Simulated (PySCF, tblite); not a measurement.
**C6H12OP2: geometry, infrared bands and NMR shifts**

Wanted: the infrared bands and NMR shifts of C6H12OP2 (`CCP(C)C#C[P@H](C)=O`), by calculation.

Programs: tblite 0.8.0 and PySCF 2.14.0, with density-fitted response routines of our own. Each step states its level of theory. These are calculated values for one molecule in the gas phase, unless marked as measured. Atoms are numbered from 0 throughout.

## 1. The molecule as given

21 atoms, charge 0, multiplicity 1; geometry from: force field or distance geometry start.

Bonds of the start (Å): C0–C1 1.52, C1–P2 1.87, P2–C3 1.84, P2–C4 1.82, C4–C5 1.20, C5–P6 1.83, P6–C7 1.80, P6–O8 1.50, C0–H9 1.10, C0–H10 1.10, C0–H11 1.08, C1–H12 1.08, C1–H13 1.09, C3–H14 1.08, C3–H15 1.10, C3–H16 1.09, P6–H17 1.42, C7–H18 1.10, C7–H19 1.09, C7–H20 1.10.

## 2. Geometry optimisation with GFN2-xTB

What the job is given:

```
{"job": {"kind": "relax", "xc": "GFN2-xTB", "basis": "xTB"}, "charge": 0, "multiplicity": 1}
C     -2.020600     1.669000     0.749900
C     -2.322400     0.346700     0.063200
P     -1.451700    -1.073200     0.908000
C     -1.962100    -2.418100    -0.238600
C      0.247200    -0.801500     0.311100
C      1.360000    -0.615700    -0.097600
P      3.069500    -0.320800    -0.692500
C      3.413200     1.322100    -0.029300
O      2.815900    -0.240900    -2.171000
H     -2.340100     1.660000     1.806900
H     -2.583000     2.473100     0.248300
H     -0.968000     1.921400     0.713600
H     -2.033700     0.398700    -0.972400
H     -3.392800     0.156400     0.100100
H     -1.764800    -2.168500    -1.274800
H     -1.422800    -3.344000     0.024500
H     -3.030500    -2.625200    -0.124000
H      3.925300    -1.319900    -0.165500
H      3.388700     1.302900     1.065500
H      4.402300     1.649500    -0.352600
H      2.661300     2.045100    -0.382200
```

Command:

```sh
> OMP_NUM_THREADS=1 python probes_run.py task.json out
```

One launch serves the whole session: the jobs run in the order shown.

**Question.** This job is followed by: GFN2-xTB harmonic vibrations, gas phase; GIAO PBE0/pcSseg-1 NMR shielding, non-relativistic, gas phase. What will the session give for the following? strongest single infrared mode (GFN2-xTB); zero-point energy (GFN2-xTB); ¹³C shifts against TMS (PBE0/pcSseg-1); ¹H shifts against TMS (PBE0/pcSseg-1, means over atoms taken as alike); ³¹P shifts against H3PO4 (PBE0/pcSseg-1); ¹⁷O shifts against H2O (PBE0/pcSseg-1).

**Answer**, as computed:

| quantity | value |
| --- | --- |
| strongest single infrared mode (GFN2-xTB) | 924 cm⁻¹, 290 km/mol |
| zero-point energy (GFN2-xTB) | 101.9 kcal/mol |
| ¹³C shifts against TMS (PBE0/pcSseg-1) | 118.4, 107.5, 31.1, 21.7, 16.6, 13.2 ppm |
| ¹H shifts against TMS (PBE0/pcSseg-1, means over atoms taken as alike) | 7.64, 1.94, 1.55, 1.46, 1.41, 1.31 ppm |
| ³¹P shifts against H3PO4 (PBE0/pcSseg-1) | -46.1, -82.6 ppm |
| ¹⁷O shifts against H2O (PBE0/pcSseg-1) | 99.1 ppm |

What this shows: Over 72 steps the energy fell by 0.538 eV; of the close pairs, C5–P6 changed most, 1.834 to 1.764 Å. The lowest mode is slightly imaginary (2i cm⁻¹), a soft motion within the noise of the Hessian, so the minimum is not strictly shown. The strongest single mode, at 924 cm⁻¹, moves mainly H17. GFN2-xTB is a fitted tight-binding method: band positions and strengths are rough. Its intensities can rank the bands wrongly.
